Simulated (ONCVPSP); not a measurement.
# Er: generating and testing an ONCV potential

Do these settings give a usable potential? It is generated, then checked for transferability, scattering, ghosts and hardness.

The numbers are computed with ONCVPSP 4.0.1 (PBE, scalar-relativistic, spin-unpolarised reference atom).

**1. Settings**

The settings as typed:

| Property | Result |
| --- | --- |
| element | erbium (Er, Z = 68) |
| type | optimised norm-conserving Vanderbilt (ONCV) |
| frozen core | [Kr] |
| valence charge | 32 |
| reference configuration | 4d10 4f12 5s2 5p6 6s1.75 (charge +0.25) |
| partial waves | 5s+6s: rc 2.05 bohr, ncon 4, nbas 9, qcut 6.7 1/bohr, 2 projectors; 5p: rc 2.05 bohr, ncon 4, nbas 7, qcut 8.4 1/bohr, 2 projectors, debl 0.9 Ha; 4d: rc 0.65 bohr, ncon 4, nbas 7, qcut 12.9 1/bohr, 2 projectors, debl 3.8 Ha; 4f: rc 1.00 bohr, ncon 3, nbas 8, qcut 20.3 1/bohr, 2 projectors, debl 3.3 Ha |
| local potential | polynomial inside 0.60 bohr (lpopt 5, dvloc0 -1 Ha) |
| core correction | polynomial model core, fcfact 0.55 |

The nodes and maxima of the atom's own shells, from an earlier all-electron run, set the scale for the radii.

All-electron outer shells of the reference configuration (PBE, scalar-relativistic, ld1.x):

```
shell  level (eV)  outermost node (bohr)  outermost maximum (bohr)
   4d     -166.87                   0.25                      0.51
   5s      -53.40                   0.60                      1.11
   5p      -27.92                   0.65                      1.28
   6s       -5.07                   1.52                      3.30
   4f       -4.66                      –                      0.51
   5d       -2.23                   0.73                      2.08
   6p       -2.14                   1.86                      4.51
```

**2. Generating the potential**

Er.dat

```
# ATOM AND REFERENCE CONFIGURATION
# atsym  z   nc   nv     iexc    psfile
  Er 68.00    8    5        4      upf
#
#   n    l    f
    1    0    2.00
    2    0    2.00
    2    1    6.00
    3    0    2.00
    3    1    6.00
    3    2   10.00
    4    0    2.00
    4    1    6.00
    4    2   10.00
    4    3   12.00
    5    0    2.00
    5    1    6.00
    6    0    1.75
#
# PSEUDOPOTENTIAL AND OPTIMIZATION
# lmax
    3
#
#   l,   rc,      ep,       ncon, nbas, qcut
    0    2.05    0.00    4    9    6.70
    1    2.05    0.00    4    7    8.40
    2    0.65    0.00    4    7   12.90
    3    1.00    0.00    3    8   20.30
#
# LOCAL POTENTIAL
# lloc, lpopt,  rc(5),   dvloc0
    4    5    0.60   -1.00
#
# VANDERBILT-KLEINMAN-BYLANDER PROJECTORs
# l, nproj, debl
    0    2    1.50
    1    2    0.90
    2    2    3.80
    3    2    3.30
#
# MODEL CORE CHARGE
# icmod, fcfact, rcfact
    1    0.55    0.00
#
# LOG DERIVATIVE ANALYSIS
# epsh1, epsh2, depsh
   -8.00    5.00    0.04
#
# OUTPUT GRID
# rlmax, drl
    6.00    0.01
#
# TEST CONFIGURATIONS
# ncnf
    4
# nvcnf
#   n    l    f
    5
    4    2   10.00
    4    3   12.00
    5    0    2.00
    5    1    6.00
    6    0    2.00
#
    5
    4    2   10.00
    4    3   12.00
    5    0    2.00
    5    1    6.00
    6    0    1.00
#
    5
    4    2   10.00
    4    3   12.00
    5    0    2.00
    5    1    6.00
    6    0    0.00
#
    6
    4    2   10.00
    4    3   12.00
    5    0    2.00
    5    1    6.00
    6    0    1.00
    5    2    1.00
#
```

Launch:

```
$ oncvpsp.x < Er.dat > Er.out
```

What does the calculation give? Wanted: cutoffs for 1 and 0.1 mHa per electron, occupied waves; bound ghosts; GHOST(+) flags; largest phase difference near zero energy, channels read; rms error of d²Exc/dn², without and with the model core; projector energies reset by the program.

As calculated:

| quantity | value |
| --- | --- |
| cutoffs for 1 and 0.1 mHa per electron, occupied waves | 368 Ha and 429 Ha |
| bound ghosts | s at -906.09 eV, p at -417.06 eV |
| GHOST(+) flags | s at 91 eV |
| largest phase difference near zero energy, channels read | 0.000 rad |
| rms error of d²Exc/dn², without and with the model core | 4.03 and 1.28 mHa |
| projector energies reset by the program | p: -1.026, 0.250 Ha; d: -6.132, 0.250 Ha |

**Reading.** It has a bound ghost (s, p), a state that the atom doesn't have, and that rules the file out. The potential is very hard: the looser tolerance needs 368 Ha. At the looser tolerance the 4d wave is the slowest; 4f needs 155 Ha. Near zero energy the phases of the channels with partial waves agree within 0.001 rad. The program also flags highly localised states, GHOST(+) (s). All of this concerns the isolated atom, not yet a solid.
